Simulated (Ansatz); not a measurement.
**C2H7BSi: single point in a Gaussian basis**

The task is a single point in a Gaussian basis, for C2H7BSi.

Computed with the Python package of Ansatz 0.2.0. Level of theory: B97M-V/def2-TZVPP.

### 1 The system

Bond lengths: B1–C2 1.519 Å, C2–C3 1.340 Å, C3–Si4 1.857 Å, B1–H5 1.198 Å, B1–H6 1.208 Å, C2–H7 1.092 Å, C3–H8 1.081 Å, Si4–H9 1.431 Å, Si4–H10 1.427 Å, Si4–H11 1.553 Å. Angles (14 of 15 angles, heavy atoms first): B1–C2–C3 120.5°, C2–C3–Si4 119.6°, B1–C2–H7 118.2°, C3–C2–H7 121.3°, C2–B1–H5 121.9°, C2–B1–H6 123.7°, C2–C3–H8 121.0°, Si4–C3–H8 118.6°, C3–Si4–H9 109.7°, C3–Si4–H10 113.5°, C3–Si4–H11 106.0°, H5–B1–H6 114.0°, H9–Si4–H10 112.8°, H9–Si4–H11 106.2°.

The script holds or builds the structure itself.

### 2 Script

The input, energy_c2h7bsi.py:

```python
"""Electronic structure of the C2H7BSi molecule."""

import ansatz as az
import numpy as np


def main() -> None:
    molecule = (
        az.Crystal.molecule()
        .atom("B", (-0.1946, 2.219, -0.274))
        .atom("C", (-0.0875, 0.8232, 0.3146))
        .atom("C", (-0.0271, -0.2488, -0.4863))
        .atom("Si", (0.2673, -1.9282, 0.2483))
        .atom("H", (-0.3177, 3.1893, 0.4172))
        .atom("H", (-0.2879, 2.4427, -1.457))
        .atom("H", (-0.0206, 0.7247, 1.3998))
        .atom("H", (0.0088, -0.1401, -1.5611))
        .atom("H", (0.271, -2.9137, -0.7889))
        .atom("H", (1.4273, -1.9918, 1.0764))
        .atom("H", (-0.9737, -2.2334, 1.1315))
    )

    calc = (
        molecule.calculation()
        .basis(gaussian="def2-TZVPP")
        .functional(az.LibraryFunctional("B97M-V"))
        .forces()
    )
    report = calc.session().plan(threads=1).execute().report

    print("reference energy %16.6f eV" % report["reference_energy_ev"])
    print("total energy     %16.6f eV" % report["free_energy_ev"])
    print("occupied orbitals outside the frozen core (up, down):", report["n_occupied"], " frozen:", report["n_frozen"], " virtual:", report["n_virtual"])

    symbols = [site.symbol for site in molecule.cartesian_sites]
    forces = np.array(report["forces_ev_ang"])
    print("largest force", round(float(np.linalg.norm(forces, axis=1).max()), 4), "eV/A, rms", round(float(np.sqrt((forces ** 2).mean())), 4))

    charges = report["charge_distribution"]
    print("dipole moment", round(4.803205 * float(np.linalg.norm(charges["dipole_moment_e_ang"])), 3), "D")
    print("Mulliken:", [(s, round(q, 3)) for s, q in zip(symbols, charges["mulliken_charges_e"])])


if __name__ == "__main__":
    main()
```

### 3 The run

The run is started by

```sh
python energy_c2h7bsi.py
```

Standard output:

```text
reference energy    -10740.013547 eV
total energy        -10740.013547 eV
occupied orbitals outside the frozen core (up, down): [19, 19]  frozen: 0  virtual: [214, 214]
largest force 2.303 eV/A, rms 0.5943
dipole moment 1.036 D
Mulliken: [('B', 0.084), ('C', -0.248), ('C', -0.004), ('Si', 0.184), ('H', 0.009), ('H', 0.002), ('H', 0.017), ('H', 0.023), ('H', -0.021), ('H', -0.008), ('H', -0.038)]
```

Wall time 27 s (1 thread of Arm Neoverse V1, shared host); peak memory 0.39 GiB.

### 4 Size and end state of the run

From the engine's report, whether the script printed it or not:

| item | value |
| --- | --- |
| SCF cycles in all | 19 |
| orbitals | 233 |
| total energy (eV) | -10740.01355 |

### 5 The same input on the command line

Run from a file, the same calculation prints its log.

The input, input.yaml:

```yaml
crystal:
  periodic: [false, false, false]
  atoms:
    - { symbol: B, position_ang: [-0.1946, 2.219, -0.274] }
    - { symbol: C, position_ang: [-0.0875, 0.8232, 0.3146] }
    - { symbol: C, position_ang: [-0.0271, -0.2488, -0.4863] }
    - { symbol: Si, position_ang: [0.2673, -1.9282, 0.2483] }
    - { symbol: H, position_ang: [-0.3177, 3.1893, 0.4172] }
    - { symbol: H, position_ang: [-0.2879, 2.4427, -1.457] }
    - { symbol: H, position_ang: [-0.0206, 0.7247, 1.3998] }
    - { symbol: H, position_ang: [0.0088, -0.1401, -1.5611] }
    - { symbol: H, position_ang: [0.271, -2.9137, -0.7889] }
    - { symbol: H, position_ang: [1.4273, -1.9918, 1.0764] }
    - { symbol: H, position_ang: [-0.9737, -2.2334, 1.1315] }
basis:
  gaussian: { orbitals: def2-TZVPP }
hamiltonian:
  xc: { name: B97M-V }
output:
  forces: true
```

The run is started by

```sh
ansatz run input.yaml --threads 1 --pin off --max-ram 4096MiB --backend cpu --events-out ev --progress --plain --runs-dir out
```

Standard output (excerpt; [...] marks lines left out):

```text
Warning: RAYON_NUM_THREADS=1 ignored (pool sized by the plan → 1); use --threads N
[...]
Functional definition: B97M-V
[...]
  gx(w, u) = cx00 + cx01*u + cx02*u^2 + (cx10 + cx11*u)*w
  gss(w, u) = css00 + css02*u^2 + css10*w + (css32*w^3 + css42*w^4)*u^2
  gos(w, u) = cos00 + cos01*u + cos03*u^3 + cos10*w + cos32*w^3*u^2
[...]
      + integral(e_c_pw_mod_opposite_spin*gos(b97_w_opposite, b97_u_opposite)) + vv10(b, c)
1230 factors; their error is unknown
[...]
mean field -10740.01347172 eV, -394.6882152432 hartree, gradient 6.6e-5 eV, S^2 0.000000; 0 other end points of the search recorded, 0 dependent functions left out
[...]
reference -10740.01354687 eV, -394.6882180047 hartree; 19, 19 occupied and 214, 214 virtual orbitals, 1230 factors
Total energy: -10740.01354687 eV, -394.6882180047 hartree
Atom 0 at    -0.194600     2.219000    -0.274000 Å, force    -0.622149     0.921562    -0.229872 eV/Å
Atom 1 at    -0.087500     0.823200     0.314600 Å, force     0.134752     0.551371    -0.205205 eV/Å
Atom 2 at    -0.027100    -0.248800    -0.486300 Å, force     0.776302    -0.511864     0.479385 eV/Å
Atom 3 at     0.267300    -1.928200     0.248300 Å, force    -2.237286     0.099043     0.537207 eV/Å
Atom 4 at    -0.317700     3.189300     0.417200 Å, force     0.202470    -0.082177     0.084918 eV/Å
Atom 5 at    -0.287900     2.442700    -1.457000 Å, force     0.194100    -0.378067     0.204107 eV/Å
Atom 6 at    -0.020600     0.724700     1.399800 Å, force    -0.118451    -0.295751    -0.267061 eV/Å
Atom 7 at     0.008800    -0.140100    -1.561100 Å, force    -0.279029     0.292650    -0.032385 eV/Å
Atom 8 at     0.271000    -2.913700    -0.788900 Å, force     0.216819    -0.740542    -0.648342 eV/Å
Atom 9 at     1.427300    -1.991800     1.076400 Å, force     0.898852     0.010285     0.511931 eV/Å
Atom 10 at    -0.973700    -2.233400     1.131500 Å, force     0.833622     0.133490    -0.434683 eV/Å
Dipole moment:     0.125388    -0.173771    -0.025075 e Å
```

Run time: 28 s. Hardware: 1 thread of Arm Neoverse V1, shared host; peak memory 0.33 GiB.

Script and command line differ by 0.000 meV in the energy.

### 6 What came out

| quantity | value |
| --- | --- |
| total energy | -10740.0135 eV |
| largest force | 2.303 eV/Å |
| dipole moment | 1.04 D |

Forces reach 2.30 eV/Å, so the atoms aren't at rest. The geometry is a force-field or estimated start, not a minimum of this method, and the basis set is short of its limit.
